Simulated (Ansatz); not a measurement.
# SnH₃S+: single points off equilibrium

How do the functionals fare away from a minimum? The structure is a frame of a short trajectory.

Program: Ansatz 0.2.0, Gaussian basis. Level of theory: single points in def2-TZVPP. These are calculated values, not measurements.

Cores are frozen in the correlated methods. Filled d shells of the heavier atoms are correlated. Core potentials replace the inner electrons past krypton, and spin-orbit coupling is left out.

## Step 1: Where the work starts

SMILES `[SH][SnH2+]`, 5 atoms, charge 1, spin multiplicity 1.

Atoms are counted from 1 here; the program's logs count them from 0.

Bond lengths: S1–Sn2 2.448 Å, S1–H3 1.419 Å, Sn2–H4 1.687 Å, Sn2–H5 1.706 Å. Angles: Sn2–S1–H3 97.1°, S1–Sn2–H4 109.7°, S1–Sn2–H5 118.9°, H4–Sn2–H5 131.1°.

As a file:

```xyz
5
charge 1, multiplicity 1
S     0.9659   -1.4177    0.7811
Sn   -0.0266    0.4775   -0.4079
H    -0.1540   -1.7171    1.5995
H    -0.7216   -0.0560   -1.8501
H     0.1891    2.0485    0.2201
```

## Step 2: PBE-D4/def2-TZVPP

File run/in.yaml:

```yaml
crystal:
  periodic: [false, false, false]
  atoms:
    - {symbol: S, position_ang: [0.965939, -1.417672, 0.781149]}
    - {symbol: Sn, position_ang: [-0.026602, 0.477459, -0.407923]}
    - {symbol: H, position_ang: [-0.154028, -1.717108, 1.599518]}
    - {symbol: H, position_ang: [-0.721610, -0.055999, -1.850107]}
    - {symbol: H, position_ang: [0.189148, 2.048477, 0.220052]}
basis:
  gaussian: {orbitals: def2-TZVPP}
total_charge: 1
hamiltonian: {xc: pbe, dispersion: d4}
output: {forces: true}
```

Command:

```sh
$ ansatz run in.yaml --threads 2 --pin off --events-out ev --progress --plain --max-ram 3481MiB
```

## Step 3: r2SCAN-D4/def2-TZVPP

Changes to run/in.yaml since step 2:

```diff
@@ -11,3 +11,3 @@
 total_charge: 1
-hamiltonian: {xc: pbe, dispersion: d4}
+hamiltonian: {xc: r2scan, dispersion: d4}
 output: {forces: true}
```

## Step 4: PBE0-D4/def2-TZVPP

Changes to run/in.yaml since step 3:

```diff
@@ -11,3 +11,3 @@
 total_charge: 1
-hamiltonian: {xc: r2scan, dispersion: d4}
-output: {forces: true}
+hamiltonian: {xc: pbe0, dispersion: d4}
+output: {forces: true, orbitals: {seedname: orbitals}}
```

## Step 5: wB97M-V/def2-TZVPP

Changes to run/in.yaml since step 4:

```diff
@@ -11,3 +11,3 @@
 total_charge: 1
-hamiltonian: {xc: pbe0, dispersion: d4}
-output: {forces: true, orbitals: {seedname: orbitals}}
+hamiltonian: {xc: {name: wB97M-V}}
+output: {forces: true}
```

## Step 6: CCSD(T)/def2-TZVPP

Changes to run/in.yaml since step 5:

```diff
@@ -11,3 +11,3 @@
 total_charge: 1
-hamiltonian: {xc: {name: wB97M-V}}
+correlation: {method: ccsd_t}
 output: {forces: true}
```

(Steps that only read results are left out.)

Q: Predict the outcome of this session. Wanted: energy less free atoms, CCSD(T)/def2-TZVPP; RMS force component; RMS force error; HOMO and LUMO, PBE0-D4; T1 diagnostic.

**Answer**, as computed:

```
                                  quantity                                                             value
energy less free atoms, CCSD(T)/def2-TZVPP                                                     -329.3 kJ/mol
                       RMS force component                              0.569 to 0.706 eV/Å over the methods
                           RMS force error  PBE-D4 0.199, r2SCAN-D4 0.069, PBE0-D4 0.064, wB97M-V 0.035 eV/Å
                    HOMO and LUMO, PBE0-D4                                               -12.58 and -9.19 eV
                             T1 diagnostic                                                             0.014
```

Against CCSD(T) the functionals' energies less atoms differ by -32.0 to -9.5 kJ/mol, PBE-D4 by -31.6 kJ/mol. A larger basis would deepen the CCSD(T) value, while the functionals are nearly converged already, so the order here is not reliable. On forces the order runs from wB97M-V to PBE-D4. Frozen-core CCSD(T) forces in triple zeta carry basis errors of their own, and this is one geometry, so small gaps rank nothing.
